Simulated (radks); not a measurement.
# Spin polarisation of the 5d shell in Pt²⁺

The task here is to estimate one member of a computed series from the others.

Method: non-relativistic Kohn-Sham, LDA (Slater exchange, Perdew-Wang correlation), spin-polarised, spherical densities, point nucleus. Code: radks (a radial shooting solver on a logarithmic mesh, Libxc functionals) version 1.

## What is computed

| Quantity | Value |
| --- | --- |
| element | platinum (Z = 78) |
| charge | +2 |
| electrons | 76 |
| configuration | [Xe] 4f14 5d(up 4, down 4) |

A shell typed twice in an input gives spin up, then spin down.

The first run:

Settings of this run:

```text
Z 78
configuration [Xe] 4f14 5d4 5d4
relativity non-relativistic
functional lda,pw
spin polarised
nucleus point
```

Steps of the session up to this table: No moment.

One of the session's tables, all rows but one given; the rest of the session is left out.

It belongs to the step «No moment». Radial moments (bohr):

| level | <r> | outermost maximum (interpolated) | 90 % within | nodes |
| --- | --- | --- | --- | --- |
| 3d | 0.1723 | 0.142 | 0.266 | 0 |
| 4s | 0.4569 | 0.428 | 0.654 | 3 |
| 4p | 0.4615 | 0.428 | 0.668 | 2 |
| 4d | 0.4709 | 0.421 | 0.702 | 1 |
| 4f | 0.5032 | 0.379 | 0.808 | 0 |
| 5s | ? | ? | ? | ? |
| 5p | 1.143 | 1.02 | 1.66 | 3 |
| 5d | 1.533 | 1.23 | 2.35 | 2 |

**Question.** Estimate the row for 5s.

As computed: <r>: 1.049; outermost maximum (interpolated): 0.955; 90 % within: 1.50; nodes: 4. In the column «<r>» it lies between 4f (0.5032) and 5p (1.143).
